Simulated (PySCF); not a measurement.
# C₆H₅F₃O: a tour of settings

Aim: see how C₆H₅F₃O (`C#C[C@@H](C(C)=O)C(F)(F)F`) answers to the choice of functional, basis, grid and SCF options, and what happens with inputs that are wrong on purpose.

Programs: PySCF 2.14.0, with density-fitted response routines of our own. Each step states its level of theory. These are calculated values for one molecule in the gas phase, unless marked as measured. Atoms count from 0, in the outputs and in this text.

### Step 1. Starting geometry

15 atoms, charge 0, multiplicity 1; geometry from: GFN2-xTB.

Bonds of the start (Å): C0–C1 1.20, C1–C2 1.45, C2–C3 1.55, C3–C4 1.49, C3–O5 1.20, C2–C6 1.53, C6–F7 1.34, C6–F8 1.34, C6–F9 1.34, C0–H10 1.05, C2–H11 1.10, C4–H12 1.09, C4–H13 1.09, C4–H14 1.09.

### Step 2. Nuclear shieldings: PBE0/pcSseg-1

What the job is given:

```
{"job": {"kind": "nmr", "xc": "PBE0", "basis": "pcSseg-1"}, "charge": 0, "multiplicity": 1}
C      1.424099    -2.197759    -0.167734
C      1.117432    -1.052704    -0.327904
C      0.712915     0.330751    -0.494906
C     -0.705217     0.383927    -1.120498
C     -1.801898    -0.134735    -0.247256
O     -0.852009     0.804243    -2.231755
C      0.781079     1.056224     0.847724
F      0.221148     2.274493     0.784606
F      0.159465     0.405606     1.840852
F      2.046984     1.236946     1.244605
H      1.710337    -3.199080    -0.041728
H      1.405183     0.843271    -1.174957
H     -1.493104    -1.042198     0.266257
H     -2.038760     0.615392     0.507451
H     -2.692068    -0.316389    -0.843395
```

With the program's defaults for keys left out, this is: GIAO PBE0/pcSseg-1 NMR shielding, non-relativistic, gas phase.

Launch:

```
$ OMP_NUM_THREADS=1 python probes_run.py task.json out
```

One launch serves the whole session: the jobs run in the order shown.

Standard output:

```text
coarse grid: 13960 points
cycle   1  E = -605.2843413630  dE =  1.761e+00  |g| = 1.204e+00  |ddm| = 3.644e+00
cycle   2  E = -604.6136034577  dE =  6.707e-01  |g| = 2.287e+00  |ddm| = 2.855e+00
cycle   3  E = -605.5296907316  dE = -9.161e-01  |g| = 3.267e-01  |ddm| = 2.234e+00
cycle   4  E = -605.5493918214  dE = -1.970e-02  |g| = 1.244e-01  |ddm| = 3.116e-01
cycle   5  E = -605.5519250554  dE = -2.533e-03  |g| = 4.752e-02  |ddm| = 9.476e-02
cycle   6  E = -605.5523930021  dE = -4.679e-04  |g| = 1.611e-02  |ddm| = 3.981e-02
cycle   7  E = -605.5524509937  dE = -5.799e-05  |g| = 3.959e-03  |ddm| = 1.307e-02
cycle   8  E = -605.5524537927  dE = -2.799e-06  |g| = 7.758e-04  |ddm| = 3.389e-03
final grid: 140128 points
cycle   9  E = -605.6431854582  dE = -4.124e-05  |g| = 1.302e-02  |ddm| = 4.750e-02
cycle  10  E = -605.6431008984  dE =  8.456e-05  |g| = 2.517e-02  |ddm| = 2.798e-02
cycle  11  E = -605.6432166725  dE = -1.158e-04  |g| = 2.522e-03  |ddm| = 1.941e-02
cycle  12  E = -605.6432178940  dE = -1.222e-06  |g| = 5.689e-04  |ddm| = 1.959e-03
cycle  13  E = -605.6432179397  dE = -4.569e-08  |g| = 3.443e-04  |ddm| = 5.839e-04
cycle  14  E = -605.6432179674  dE = -2.768e-08  |g| = 8.453e-05  |ddm| = 2.713e-04
cycle  15  E = -605.6432179686  dE = -1.221e-09  |g| = 1.674e-05  |ddm| = 5.907e-05
cycle  16  E = -605.6432179687  dE = -5.730e-11  |g| = 3.763e-06  |ddm| = 1.660e-05
converged SCF energy = -605.6432179687

GIAO shielding tensors (ppm)
atom      isotropic    diamagn.    paramagn.     s11        s22        s33       span
  0 C      102.179     257.044    -154.865     27.893     32.835    245.810    217.917
  1 C      107.493     265.989    -158.497     11.004     18.890    292.584    281.580
  2 C      131.845     248.066    -116.221    119.388    127.561    148.587     29.198
  3 C      -13.025     248.022    -261.047   -113.155    -18.983     93.065    206.220
  4 C      158.701     252.386     -93.685    139.734    149.285    187.084     47.351
  5 O     -357.618     396.244    -753.862   -936.280   -435.881    299.306   1235.587
  6 C       53.235     240.808    -187.573     51.065     53.133     55.506      4.441
  7 F      250.884     473.406    -222.523    169.058    246.775    336.818    167.760
  8 F      251.809     475.297    -223.488    173.417    257.632    324.379    150.962
  9 F      243.282     470.793    -227.511    163.729    231.513    334.603    170.874
 10 H       29.701      33.979      -4.278     24.631     24.729     39.743     15.112
 11 H       27.835      28.951      -1.116     25.403     26.777     31.324      5.921
 12 H       28.426      30.277      -1.851     24.412     30.207     30.659      6.247
 13 H       29.248      29.295      -0.047     24.997     30.405     32.340      7.343
 14 H       29.673      28.006       1.667     26.222     27.264     35.532      9.309
```

Wall time 52 s (1 thread of Arm Neoverse N1, shared host); peak memory 0.85 GiB.

The references, computed at this level on geometries of the same kind, shield at (ppm): 1H TMS 31.72, 13C TMS 186.9, 19F CFCl3 170.9, 17O H2O 336.1. Their shielding less the atom's gives the shift. The references are single molecules in the gas phase, so shifts against H2O, NH3, PH3, H3PO4 or CFCl3 are not on the usual liquid scales and can be off by tens of ppm. Atoms listed in one row are averaged.

| atoms | environment | σ (ppm) | δ (ppm) | δ scaled to CDCl3 |
| --- | --- | --- | --- | --- |
| C3 | ketone carbonyl carbon | -13.0 | 199.9 | 193.2 |
| C6 | CF3 carbon | 53.2 | 133.7 | 128.6 |
| C0 | terminal alkyne carbon | 102.2 | 84.7 | 80.8 |
| C1 | alkyne carbon | 107.5 | 79.4 | 75.6 |
| C2 | sp3 CH α to a carbonyl | 131.8 | 55.1 | 51.8 |
| C4 | methyl carbon α to a carbonyl | 158.7 | 28.2 | 25.6 |
| H11 | hydrogen on an sp3 CH α to a carbonyl | 27.83 | 3.88 | 3.77 |
| H12, H13, H14 | hydrogen on a methyl carbon α to a carbonyl | 29.12 | 2.60 | 2.56 |
| H10 | hydrogen on a terminal alkyne carbon | 29.70 | 2.02 | 2.01 |
| O5 | ketone oxygen | -357.6 | 693.7 | – |
| F7, F8, F9 | fluorine of a CF3 group | 248.7 | -77.7 | – |

The scaled column applies a straight-line fit of computed shieldings to shifts measured in CDCl3, and one for carbons that bear F (root-mean-square error 0.16 ppm for H, 1.9 ppm for C).

Charges from the same density, by scheme (e):

| atoms | Mulliken | IAO | Hirshfeld | ESP fit |
| --- | --- | --- | --- | --- |
| C0 | -0.34 | -0.21 | -0.09 | -0.46 |
| C1 | 0.30 | -0.04 | -0.05 | 0.14 |
| C2 | -0.40 | -0.23 | -0.05 | -0.47 |
| C3 | 0.23 | 0.41 | 0.18 | 0.75 |
| C4 | -0.26 | -0.48 | -0.13 | -0.59 |
| O5 | -0.32 | -0.38 | -0.21 | -0.48 |
| C6 | 0.85 | 0.81 | 0.27 | 0.56 |
| F7, F8, F9 | -0.26 | -0.28 | -0.08 | -0.17 |

Mayer bond orders: C0–C1 2.54, C1–C2 0.92, C2–C3 0.92, C3–C4 1.00, C3–O5 2.06, C2–C6 0.97, C6–F7 1.00, C6–F8 1.00, C6–F9 1.01.

### Step 3. TDDFT and polarisability: PBE0/def2-SVPD

The job, as its differences from that of step 2:

```diff
@@ -1,2 +1,2 @@
-{"job": {"kind": "nmr", "xc": "PBE0", "basis": "pcSseg-1"}, "charge": 0, "multiplicity": 1}
+{"job": {"kind": "uv", "xc": "PBE0", "basis": "def2-SVPD", "nstates": 6, "ntriplets": 2}, "charge": 0, "multiplicity": 1}
 C      1.424099    -2.197759    -0.167734
```

Method: TDDFT PBE0/def2-SVPD, vertical, gas phase, core orbitals frozen in the response.

Standard output:

```text
coarse grid: 13960 points
cycle   1  E = -604.9317562526  dE =  1.686e+00  |g| = 1.147e+00  |ddm| = 9.439e+00
cycle   2  E = -604.2768131203  dE =  6.549e-01  |g| = 2.207e+00  |ddm| = 5.676e+00
cycle   3  E = -605.1650410408  dE = -8.882e-01  |g| = 3.175e-01  |ddm| = 4.320e+00
cycle   4  E = -605.1844360678  dE = -1.940e-02  |g| = 1.143e-01  |ddm| = 5.818e-01
cycle   5  E = -605.1866126966  dE = -2.177e-03  |g| = 4.619e-02  |ddm| = 1.980e-01
cycle   6  E = -605.1870743715  dE = -4.617e-04  |g| = 1.500e-02  |ddm| = 8.283e-02
cycle   7  E = -605.1871262696  dE = -5.190e-05  |g| = 3.551e-03  |ddm| = 2.643e-02
cycle   8  E = -605.1871286168  dE = -2.347e-06  |g| = 7.151e-04  |ddm| = 6.370e-03
final grid: 140128 points
cycle   9  E = -605.2780544289  dE = -3.704e-05  |g| = 1.244e-02  |ddm| = 1.920e-01
cycle  10  E = -605.2779771277  dE =  7.730e-05  |g| = 2.372e-02  |ddm| = 4.528e-02
cycle  11  E = -605.2780838006  dE = -1.067e-04  |g| = 2.589e-03  |ddm| = 2.990e-02
cycle  12  E = -605.2780851367  dE = -1.336e-06  |g| = 5.282e-04  |ddm| = 4.384e-03
cycle  13  E = -605.2780851814  dE = -4.470e-08  |g| = 2.956e-04  |ddm| = 1.219e-03
cycle  14  E = -605.2780852019  dE = -2.050e-08  |g| = 8.175e-05  |ddm| = 5.139e-04
cycle  15  E = -605.2780852032  dE = -1.261e-09  |g| = 1.596e-05  |ddm| = 1.407e-04
cycle  16  E = -605.2780852032  dE = -5.821e-11  |g| = 3.705e-06  |ddm| = 4.051e-05
converged SCF energy = -605.2780852032

Static polarisability (au): isotropic 73.085, principal 65.389 68.175 85.692

Singlet excitations
state   eV       nm        f      main configurations
  1   4.4072    281.3   0.00332   H->L 0.91
  2   6.0478    205.0   0.00062   H-1->L 0.91
  3   6.4356    192.7   0.02720   H-2->L 0.81, H-1->L+1 0.09
  4   6.6146    187.4   0.00068   H->L+1 0.77, H-2->L+1 0.18
  5   7.0558    175.7   0.00925   H->L+2 0.49, H-1->L+1 0.22, H->L+3 0.14
  6   7.3290    169.2   0.00039   H-1->L+2 0.62, H-1->L+3 0.24

Triplet excitations (Tamm-Dancoff, eV): 3.7934 5.2911
```

Wall time 89 s (1 thread of Arm Neoverse N1, shared host); peak memory 1 GiB.

The orbitals next to the gap, with their largest atomic shares:

| orbital | eV | atoms |
| --- | --- | --- |
| HOMO−3 | -10.90 | O5 44 %, C3 17 %, C4 16 % |
| HOMO−2 | -9.17 | C1 34 %, C0 31 %, O5 17 % |
| HOMO−1 | -8.77 | C0 41 %, C1 40 %, C2 6 % |
| HOMO | -7.91 | O5 47 %, C0 11 %, C3 10 % |
| LUMO | -1.35 | C3 36 %, O5 32 %, C4 6 % |
| LUMO+1 | 0.28 | C0 32 %, C1 29 %, H10 10 % |
| LUMO+2 | 0.52 | C0 26 %, C1 22 %, C3 8 % |

With each of the 6 states as a Gaussian band of 0.4 eV half-width at 1/e, the curve within the window shown has maxima at 282 nm (ε 130), 192 nm (ε 1,200) L/(mol cm). Beyond the last state computed it falls off for lack of states. The curve at chosen wavelengths:

(nm, ε (L/mol/cm)): (163, 57), (170, 273), (176, 486), (183, 765), (189, 1094), (196, 1089), (202, 700), (209, 272), (215, 91), (222, 21), (228, 5), (235, 2), (241, 4), (248, 14), (254, 31), (261, 62), (267, 92), (274, 122), (280, 134), (287, 129), (293, 113), (300, 86), (306, 63), (313, 40), (319, 26), (326, 14)

Further results of this job:

| property | computed |
| --- | --- |
| dipole moment (D) | 2.24 |
| polarisability (Å³) | 10.83 |
| HOMO–LUMO gap (eV) | 6.56 |
| −ε(HOMO) (eV) | 7.91 |

### Step 4. NMR shieldings: PBE0/pcSseg-1

The job, as its differences from that of step 3:

```diff
@@ -1,2 +1,2 @@
-{"job": {"kind": "uv", "xc": "PBE0", "basis": "def2-SVPD", "nstates": 6, "ntriplets": 2}, "charge": 0, "multiplicity": 1}
+{"job": {"kind": "nmr", "xc": "PBE0", "basis": "pcSseg-1", "pop": true, "scf": {"diis": false, "max_cycle": 100}}, "charge": 0, "multiplicity": 1}
 C      1.424099    -2.197759    -0.167734
```

Method: GIAO PBE0/pcSseg-1 NMR shielding, non-relativistic, gas phase.

Standard output:

```text
final grid: 140128 points
cycle   1  E = -605.3726892074  dE =  1.767e+00  |g| = 1.211e+00  |ddm| = 3.640e+00
cycle   2  E = -604.6880170590  dE =  6.847e-01  |g| = 2.304e+00  |ddm| = 2.897e+00
cycle   3  E = -603.3580722999  dE =  1.330e+00  |g| = 3.558e+00  |ddm| = 4.094e+00
cycle   4  E = -588.8252799389  dE =  1.453e+01  |g| = 7.320e+00  |ddm| = 1.207e+01
cycle   5  E = -532.2858143266  dE =  5.654e+01  |g| = 1.638e+01  |ddm| = 3.525e+01
cycle   6  E = -471.1473785042  dE =  6.114e+01  |g| = 2.154e+01  |ddm| = 5.530e+01
cycle   7  E = -268.4574697855  dE =  2.027e+02  |g| = 2.375e+01  |ddm| = 6.306e+01
cycle   8  E = -103.6956364285  dE =  1.648e+02  |g| = 3.140e+01  |ddm| = 5.024e+01
cycle   9  E = -48.1363264461  dE =  5.556e+01  |g| = 3.176e+01  |ddm| = 3.517e+01
cycle  10  E = -89.1359084883  dE = -4.100e+01  |g| = 2.893e+01  |ddm| = 3.420e+01
[... 80 cycles left out ...]
cycle  91  E = -80.4572229076  dE =  8.854e+00  |g| = 3.226e+01  |ddm| = 3.449e+01
cycle  92  E = -89.3115223503  dE = -8.854e+00  |g| = 2.868e+01  |ddm| = 3.449e+01
cycle  93  E = -80.4572229076  dE =  8.854e+00  |g| = 3.226e+01  |ddm| = 3.449e+01
cycle  94  E = -89.3115223503  dE = -8.854e+00  |g| = 2.868e+01  |ddm| = 3.449e+01
cycle  95  E = -80.4572229076  dE =  8.854e+00  |g| = 3.226e+01  |ddm| = 3.449e+01
cycle  96  E = -89.3115223503  dE = -8.854e+00  |g| = 2.868e+01  |ddm| = 3.449e+01
cycle  97  E = -80.4572229076  dE =  8.854e+00  |g| = 3.226e+01  |ddm| = 3.449e+01
cycle  98  E = -89.3115223503  dE = -8.854e+00  |g| = 2.868e+01  |ddm| = 3.449e+01
cycle  99  E = -80.4572229076  dE =  8.854e+00  |g| = 3.226e+01  |ddm| = 3.449e+01
cycle 100  E = -89.3115223503  dE = -8.854e+00  |g| = 2.868e+01  |ddm| = 3.449e+01
SCF not converged, last energy = -89.3115223503
```

Run time: 3.3 min. Hardware: 1 thread of Arm Neoverse N1, shared host; peak memory 0.79 GiB.

**What went wrong.** The SCF swings between two densities 8.85 Eh apart: plain iteration without DIIS overshoots. The remedy is to turn DIIS on. Numbers printed on the way are no properties of the molecule.

### Step 5. Nuclear shieldings: OPBE/pcSseg-1

The job, as its differences from that of step 4:

```diff
@@ -1,2 +1,2 @@
-{"job": {"kind": "nmr", "xc": "PBE0", "basis": "pcSseg-1", "pop": true, "scf": {"diis": false, "max_cycle": 100}}, "charge": 0, "multiplicity": 1}
+{"job": {"kind": "nmr", "xc": "OPBE", "basis": "pcSseg-1", "pop": false}, "charge": 0, "multiplicity": 1}
 C      1.424099    -2.197759    -0.167734
```

Method: GIAO OPBE/pcSseg-1 NMR shielding, non-relativistic, gas phase.

Standard output:

```text
coarse grid: 13960 points
cycle   1  E = -605.6060083318  dE =  1.556e+00  |g| = 1.243e+00  |ddm| = 3.710e+00
cycle   2  E = -604.2421029832  dE =  1.364e+00  |g| = 2.932e+00  |ddm| = 3.908e+00
cycle   3  E = -605.8115449568  dE = -1.569e+00  |g| = 5.828e-01  |ddm| = 3.428e+00
cycle   4  E = -605.8788326294  dE = -6.729e-02  |g| = 2.123e-01  |ddm| = 6.000e-01
cycle   5  E = -605.8829948749  dE = -4.162e-03  |g| = 1.506e-01  |ddm| = 2.082e-01
cycle   6  E = -605.8881444013  dE = -5.150e-03  |g| = 4.521e-02  |ddm| = 1.231e-01
cycle   7  E = -605.8885959701  dE = -4.516e-04  |g| = 1.001e-02  |ddm| = 4.054e-02
cycle   8  E = -605.8886152941  dE = -1.932e-05  |g| = 2.643e-03  |ddm| = 7.296e-03
cycle   9  E = -605.8886167612  dE = -1.467e-06  |g| = 5.422e-04  |ddm| = 3.017e-03
final grid: 140128 points
cycle  10  E = -605.9768436736  dE = -1.468e-04  |g| = 3.599e-02  |ddm| = 1.050e-01
cycle  11  E = -605.9756199028  dE =  1.224e-03  |g| = 8.746e-02  |ddm| = 9.174e-02
cycle  12  E = -605.9770234285  dE = -1.404e-03  |g| = 1.454e-02  |ddm| = 7.410e-02
cycle  13  E = -605.9770580446  dE = -3.462e-05  |g| = 2.879e-03  |ddm| = 1.162e-02
cycle  14  E = -605.9770594739  dE = -1.429e-06  |g| = 1.357e-03  |ddm| = 2.798e-03
cycle  15  E = -605.9770599022  dE = -4.283e-07  |g| = 3.688e-04  |ddm| = 1.109e-03
cycle  16  E = -605.9770599333  dE = -3.110e-08  |g| = 6.573e-05  |ddm| = 3.384e-04
cycle  17  E = -605.9770599343  dE = -9.541e-10  |g| = 2.264e-05  |ddm| = 9.900e-05
converged SCF energy = -605.9770599343

GIAO shielding tensors (ppm)
atom      isotropic    diamagn.    paramagn.     s11        s22        s33       span
  0 C      109.287     253.074    -143.787     39.387     44.202    244.272    204.884
  1 C      111.381     264.907    -153.526     18.998     27.657    287.487    268.488
  2 C      133.518     247.723    -114.205    123.296    128.504    148.755     25.459
  3 C       -2.358     248.554    -250.912    -93.173     -6.760     92.858    186.031
  4 C      159.914     252.578     -92.664    141.505    151.126    187.111     45.606
  5 O     -319.427     395.507    -714.934   -855.604   -389.324    286.646   1142.250
  6 C       55.340     242.364    -187.024     49.656     56.837     59.527      9.871
  7 F      241.225     472.887    -231.662    165.751    234.255    323.669    157.918
  8 F      243.342     474.638    -231.297    170.511    246.573    312.941    142.430
  9 F      233.382     470.249    -236.867    159.978    219.708    320.461    160.483
 10 H       29.696      34.936      -5.241     24.736     24.833     39.519     14.782
 11 H       27.706      29.628      -1.923     25.335     26.863     30.919      5.584
 12 H       28.281      30.013      -1.732     24.321     30.077     30.445      6.124
 13 H       29.118      29.203      -0.085     24.959     30.299     32.097      7.138
 14 H       29.726      28.084       1.643     26.561     27.336     35.282      8.720
```

Wall time 65 s (1 thread of Arm Neoverse N1, shared host); peak memory 0.82 GiB.

Key values: δ C3 189.9, C6 132.2, C0 78.2, C1 76.1, H11 3.97, H12 2.63 ppm (means over like atoms).

### Step 6. Ultraviolet spectrum: M06-2X/6-31G*

The job, as its differences from that of step 5:

```diff
@@ -1,2 +1,2 @@
-{"job": {"kind": "nmr", "xc": "OPBE", "basis": "pcSseg-1", "pop": false}, "charge": 0, "multiplicity": 1}
+{"job": {"kind": "uv", "xc": "M06-2X", "basis": "6-31G*", "nstates": 3, "ntriplets": 5, "tda": true, "scf": {"max_cycle": 60}}, "charge": 0, "multiplicity": 3}
 C      1.424099    -2.197759    -0.167734
```

Method: M06-2X/6-31G*.

Standard output:

```text
NotImplementedError: this response code serves closed shells only; the SCF ended at -605.94561352 Eh with <S^2> = 2.0061
```

It took 87 s on 1 thread of Arm Neoverse N1, shared host; peak memory 0.65 GiB.

**What went wrong.** The input makes an open shell, and this response code serves closed shells alone. Cure: restore the closed-shell charge and spin, or use an unrestricted response code.

### Step 7. Side by side: NMR shifts

Shifts (ppm) of some atoms, chosen among heavy atoms and hydrogens apart, means over like atoms, with basis size and wall time:

| run | C3 | C0 | C1 | H11 | H10 | O5 | F7 | functions | time |
| --- | --- | --- | --- | --- | --- | --- | --- | --- | --- |
| PBE0/pcSseg-1 | 199.9 | 84.7 | 79.4 | 3.88 | 2.02 | 693.7 | -77.7 | 195 | 52 s |
| OPBE/pcSseg-1 | 189.9 | 78.2 | 76.1 | 3.97 | 1.98 | 653.1 | -90.2 | 195 | 65 s |

### Step 8. Summary of results

| quantity | value |
| --- | --- |
| 13C shifts against TMS (PBE0/pcSseg-1) | 199.9, 133.7, 84.7, 79.4, 55.1, 28.2 ppm |
| 1H shifts against TMS (PBE0/pcSseg-1, means over atoms taken as alike) | 3.88, 2.60, 2.02 ppm |
| 17O shifts against H2O (PBE0/pcSseg-1) | 693.7 ppm |
| 19F shifts against CFCl3 (PBE0/pcSseg-1, means over atoms taken as alike) | -77.7 ppm |
| lowest singlet (PBE0/def2-SVPD) | 4.41 eV (281 nm), f = 0.003 |
| brightest single state of those computed | state 3, 6.44 eV, f = 0.027 |
| lowest triplet | 3.79 eV |
| range of the shift of O5 | 653.1 to 693.7 ppm |
| property runs in this session | 5, of which 2 failed and 0 gave unsound results |

What this shows: Single values in the summary come from the first run of each kind that ended normally (PBE0/pcSseg-1; PBE0/def2-SVPD), which need not be the best level. The most deshielded carbon is C3 (ketone carbonyl carbon), at 199.9 ppm: the double bond to the heteroatom, with no lone-pair donor beside it, deshields it most. At PBE0/pcSseg-1: The largest span, 1236 ppm, is at O5, where the paramagnetic term is -754 ppm. The first singlet state (HOMO→LUMO 0.91) lies at 4.41 eV and is weak; of the 6 states computed, the strongest absorption comes from state 3 at 6.44 eV. The lowest triplet lies 0.61 eV below the lowest singlet (triplets in Tamm-Dancoff, singlets in full TDDFT). Across the 2 runs the shift of O5 moves most, between 653.1 (OPBE/pcSseg-1) and 693.7 ppm (PBE0/pcSseg-1).
